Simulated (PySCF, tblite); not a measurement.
# C₆H₁₀ClFO₂: geometry, infrared bands and NMR shifts

What infrared bands and NMR shifts should C₆H₁₀ClFO₂ (`CO[C@@H](C)[C@@](C)(F)C(=O)Cl`) show?

Computed with tblite 0.8.0 and PySCF 2.14.0, with density-fitted response routines of our own, on a single molecule in the gas phase. Atoms count from 0, in the outputs and in this text.

## Step 1: Starting geometry

20 atoms, charge 0, multiplicity 1; geometry from: force field or distance geometry start.

Bonds of the start (Å): C0–O1 1.41, O1–C2 1.46, C2–C3 1.53, C2–C4 1.55, C4–C5 1.54, C4–F6 1.37, C4–C7 1.54, C7–O8 1.23, C7–Cl9 1.75, C0–H10 1.09, C0–H11 1.10, C0–H12 1.10, C2–H13 1.09, C3–H14 1.09, C3–H15 1.10, C3–H16 1.08, C5–H17 1.10, C5–H18 1.09, C5–H19 1.08.

## Step 2: Geometry optimisation with GFN2-xTB

The job: settings as JSON, then the geometry in Å.

```
{"job": {"kind": "relax", "xc": "GFN2-xTB", "basis": "xTB"}, "charge": 0, "multiplicity": 1}
C     -2.431800     0.498500     0.105000
O     -1.477300    -0.188400    -0.681700
C     -0.327800    -0.661800     0.088700
C      0.299400    -1.732700    -0.799000
C      0.634800     0.485700     0.474700
C      0.982400     1.402500    -0.706900
F     -0.007900     1.289300     1.383300
C      1.919400    -0.092300     1.087700
O      2.935500    -0.309200     0.426000
Cl     1.729500    -0.489900     2.780100
H     -2.075200     1.486700     0.392700
H     -3.334900     0.640300    -0.510700
H     -2.727600    -0.075500     1.000700
H     -0.704900    -1.144600     0.993800
H     -0.452600    -2.484000    -1.060300
H      1.115800    -2.254300    -0.268000
H      0.674500    -1.322400    -1.729200
H      1.664700     2.191900    -0.372400
H      1.478500     0.869300    -1.515000
H      0.100500     1.901500    -1.092500
```

Started as:

```
> OMP_NUM_THREADS=1 python probes_run.py task.json out
```

One launch serves the whole session: the jobs run in the order shown.

**Question.** This job is followed by: GFN2-xTB harmonic vibrations, gas phase; GIAO PBE0/pcSseg-1 NMR shielding, non-relativistic, gas phase. What will the session give for the following? strongest single infrared mode (GFN2-xTB); zero-point energy (GFN2-xTB); 13C shifts against TMS (PBE0/pcSseg-1); 1H shifts against TMS (PBE0/pcSseg-1, means over atoms taken as alike); 17O shifts against H2O (PBE0/pcSseg-1); 19F shifts against CFCl3 (PBE0/pcSseg-1); 35Cl shifts against HCl (PBE0/pcSseg-1).

The runs gave:

| quantity | value |
| --- | --- |
| strongest single infrared mode (GFN2-xTB) | 1811 cm⁻¹, 372 km/mol |
| zero-point energy (GFN2-xTB) | 95.7 kcal/mol |
| 13C shifts against TMS (PBE0/pcSseg-1) | 187.5, 108.4, 84.6, 62.0, 19.8, 16.6 ppm |
| 1H shifts against TMS (PBE0/pcSseg-1, means over atoms taken as alike) | 3.78, 3.74, 1.73, 0.98 ppm |
| 17O shifts against H2O (PBE0/pcSseg-1) | 600.3, 38.9 ppm |
| 19F shifts against CFCl3 (PBE0/pcSseg-1) | -158.1 ppm |
| 35Cl shifts against HCl (PBE0/pcSseg-1) | 438 ppm |

**Reading.** Over 71 steps the energy fell by 0.268 eV; of the close pairs, O1–C2 changed most, 1.463 to 1.402 Å. No mode is imaginary among the 54: a minimum at this level. The strongest single mode, at 1811 cm⁻¹, moves mainly C7 and O8. GFN2-xTB is a fitted tight-binding method: band positions and strengths are rough. Its intensities can rank the bands wrongly. H13 (hydrogen on an sp3 CH bonded to O) lies farthest downfield among hydrogen, at 3.78 ppm; its carbon carries O, hence the downfield position. At PBE0/pcSseg-1: Shielding is most anisotropic at O8 (span 940 ppm, paramagnetic term -661 ppm).
